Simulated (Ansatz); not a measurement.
# CH6BNOSi: two geometries relaxed

All numbers below are computed with Ansatz 0.2.0 (RKS BLYP/6-31G).

**1. The structure to begin with**

Bond lengths: O1–B2 1.415 Å, B2–C3 1.605 Å, C3–N4 1.464 Å, B2–Si5 1.936 Å, N4–Si5 1.775 Å, O1–H6 1.045 Å, C3–H7 1.171 Å, C3–H8 1.061 Å, N4–H9 1.102 Å, Si5–H10 1.450 Å, Si5–H11 1.462 Å. Angles (14 of 19 angles, heavy atoms first): O1–B2–C3 137.6°, O1–B2–Si5 139.7°, C3–B2–Si5 82.6°, B2–C3–N4 103.6°, C3–N4–Si5 92.6°, B2–Si5–N4 81.0°, B2–O1–H6 105.4°, B2–C3–H7 109.3°, B2–C3–H8 112.7°, N4–C3–H7 105.6°, N4–C3–H8 116.8°, C3–N4–H9 101.4°, Si5–N4–H9 104.3°, B2–Si5–H10 112.0°.

Structure file:

```xyz
11

O    -0.1233    2.2782    0.5402
B     0.0260    0.9096    0.2130
C     0.2439   -0.4782    0.9896
N     0.4562   -1.4453   -0.0882
Si    0.1502   -0.2311   -1.3469
H    -1.1534    2.4349    0.6171
H     1.2545   -0.4367    1.5799
H    -0.5379   -0.6906    1.6747
H    -0.4768   -2.0308   -0.0426
H     1.3671    0.0080   -2.0985
H    -1.1411   -0.3751   -2.0177
```

**2. End point A**

The input, input.yaml:

```yaml
crystal:
  periodic: [false, false, false]
  atoms:
    - { symbol: O, position_ang: [-0.1233, 2.2782, 0.5402] }
    - { symbol: B, position_ang: [0.026, 0.9096, 0.213] }
    - { symbol: C, position_ang: [0.2439, -0.4782, 0.9896] }
    - { symbol: "N", position_ang: [0.4562, -1.4453, -0.0882] }
    - { symbol: Si, position_ang: [0.1502, -0.2311, -1.3469] }
    - { symbol: H, position_ang: [-1.1534, 2.4349, 0.6171] }
    - { symbol: H, position_ang: [1.2545, -0.4367, 1.5799] }
    - { symbol: H, position_ang: [-0.5379, -0.6906, 1.6747] }
    - { symbol: H, position_ang: [-0.4768, -2.0308, -0.0426] }
    - { symbol: H, position_ang: [1.3671, 0.008, -2.0985] }
    - { symbol: H, position_ang: [-1.1411, -0.3751, -2.0177] }
basis:
  gaussian: { orbitals: "6-31G" }
hamiltonian:
  xc: blyp
relax:
  f_tol: 0.015
  max_steps: 40
```

Command:

```console
ansatz run input.yaml --threads 1 --pin off --max-ram 2048MiB --backend cpu --events-out ev --progress --plain --runs-dir out
```

What time and memory should one allow on 1 thread of an Arm CPU, shared host?

About 1.7 min, with a peak of 0.19 GiB.
